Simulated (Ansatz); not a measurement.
# Si2H7F: a barrier at many levels of theory

How high is the barrier of this step (Si1–F7 formed, H2–H6 formed, Si1–H2 broken, H6–F7 broken), and how far do cheaper methods land from CCSD(T)?

Method: single points in def2-TZVPP on PBE0-D4/def2-TZVP structures; program: Ansatz 0.2.0, Gaussian basis.

Levels: SPW92, PBE-D4, BLYP-D4, r2SCAN-D4, B97M-V, PBE0-D4, B3LYP-D4, r2SCAN0-D4, BHLYP-D4, CAM-B3LYP-D4, wB97X-V, wB97M-V, B2PLYP, PBE-QIDH, RPA on PBE, Hartree-Fock, MP2, CCSD, CCSD(T). The reference is CCSD(T) at the basis limit, from triple and quadruple zeta. Zero-point energies come from PBE0-D4 vibrations.

Cores are frozen in the correlated methods. B3LYP uses VWN-RPA correlation. B2PLYP carries no dispersion term here.

22 further runs of the same task are left out: 22 set aside as unsound or not needed.

## 1. Start, saddle and end, as given

Charge 0, multiplicity 1. The folders r, ts and p hold the start, the saddle and the end; their coordinates stand in the first inputs.

| pair | r (Å) | ts (Å) | p (Å) |
| --- | --- | --- | --- |
| Si1–F7 | 3.536 | 1.971 | 1.608 |
| H2–H6 | 1.742 | 0.956 | 0.747 |
| Si1–H2 | 1.499 | 1.699 | 3.816 |
| H6–F7 | 0.927 | 1.229 | 2.725 |

## 2. wB97M-V/def2-TZVPP

r/in.yaml

```yaml
crystal:
  periodic: [false, false, false]
  atoms:
    - {symbol: Si, position_ang: [-1.261829, -0.010238, 0.037569]}
    - {symbol: H, position_ang: [-1.105013, -1.069598, -1.011744]}
    - {symbol: H, position_ang: [-2.081798, 1.067300, -0.574362]}
    - {symbol: H, position_ang: [-2.020463, -0.634357, 1.152403]}
    - {symbol: Si, position_ang: [0.813736, 0.797574, 0.760192]}
    - {symbol: H, position_ang: [0.509709, -1.499956, -1.505315]}
    - {symbol: F, position_ang: [1.422772, -1.591567, -1.634999]}
    - {symbol: H, position_ang: [0.562237, 1.833948, 1.797651]}
    - {symbol: H, position_ang: [1.612906, -0.303511, 1.353298]}
    - {symbol: H, position_ang: [1.547844, 1.410506, -0.374794]}
basis:
  gaussian: {orbitals: def2-TZVPP}
hamiltonian: {xc: {name: wB97M-V}}
```

ts/in.yaml

```yaml
crystal:
  periodic: [false, false, false]
  atoms:
    - {symbol: Si, position_ang: [-0.826567, -0.116863, -0.302773]}
    - {symbol: H, position_ang: [-0.915641, -1.802017, -0.502293]}
    - {symbol: H, position_ang: [-1.564381, 0.634901, -1.341196]}
    - {symbol: H, position_ang: [-1.872225, -0.392608, 0.740403]}
    - {symbol: Si, position_ang: [0.953958, 0.852256, 0.857065]}
    - {symbol: H, position_ang: [-0.234736, -1.583813, -1.136399]}
    - {symbol: F, position_ang: [0.457570, -0.720708, -1.671118]}
    - {symbol: H, position_ang: [0.428602, 1.707841, 1.954325]}
    - {symbol: H, position_ang: [1.768923, -0.240196, 1.452383]}
    - {symbol: H, position_ang: [1.804597, 1.661307, -0.050497]}
basis:
  gaussian: {orbitals: def2-TZVPP}
hamiltonian: {xc: {name: wB97M-V}}
```

p/in.yaml

```yaml
crystal:
  periodic: [false, false, false]
  atoms:
    - {symbol: Si, position_ang: [-0.901923, 0.642612, -0.583383]}
    - {symbol: H, position_ang: [-0.081621, -3.050123, -0.077213]}
    - {symbol: H, position_ang: [-1.323891, 1.979930, -1.076842]}
    - {symbol: H, position_ang: [-2.049309, 0.000909, 0.109661]}
    - {symbol: Si, position_ang: [0.963989, 0.809152, 0.822867]}
    - {symbol: H, position_ang: [-0.136402, -2.700204, -0.734433]}
    - {symbol: F, position_ang: [-0.541518, -0.255364, -1.867674]}
    - {symbol: H, position_ang: [0.599020, 1.682774, 1.971644]}
    - {symbol: H, position_ang: [1.361306, -0.527392, 1.336940]}
    - {symbol: H, position_ang: [2.110449, 1.417807, 0.098334]}
basis:
  gaussian: {orbitals: def2-TZVPP}
hamiltonian: {xc: {name: wB97M-V}}
```

The command line of these runs was not kept.

After this run come: CCSD(T)/def2-TZVPP; MP2/def2-QZVPP; Vibrations of the start structure; Vibrations of the end structure.

Before running it: what results should come out? Wanted: barrier, CCSD(T)/CBS; reverse barrier, CCSD(T)/CBS; step energy, CCSD(T)/CBS; barrier with zero-point energy; step energy with zero-point energy; imaginary mode at the saddle; largest T1 diagnostic.

As calculated:

| quantity | value |
| --- | --- |
| barrier, CCSD(T)/CBS | 1.574 eV |
| reverse barrier, CCSD(T)/CBS | 2.532 eV |
| step energy, CCSD(T)/CBS | -0.958 eV |
| barrier with zero-point energy | 1.526 eV |
| step energy with zero-point energy | -1.077 eV |
| imaginary mode at the saddle | 1107i cm⁻¹ |
| largest T1 diagnostic | 0.014 |

In words: Among the functionals PBE-QIDH lands nearest to CCSD(T)/CBS (-0.033 eV) and SPW92 farthest (-0.612 eV). Mean unsigned error by rung: LDA 0.612, GGA 0.293, meta-GGA 0.185, hybrid 0.113, range-separated hybrid 0.100, double hybrid 0.042 eV. PBE-D4 gives a barrier 0.348 eV too low, outside chemical accuracy (1 kcal/mol, 0.043 eV). Every functional without exact exchange puts the barrier too low, the usual mark of self-interaction error, which favours the spread-out density of a saddle. The barrier rises with the share of exact exchange, from BLYP-D4 through B3LYP-D4 to BHLYP-D4 (-0.238, -0.101, +0.098 eV). Hartree-Fock, with no correlation, is off by +0.589 eV. Zero-point motion lowers the barrier by 0.048 eV.
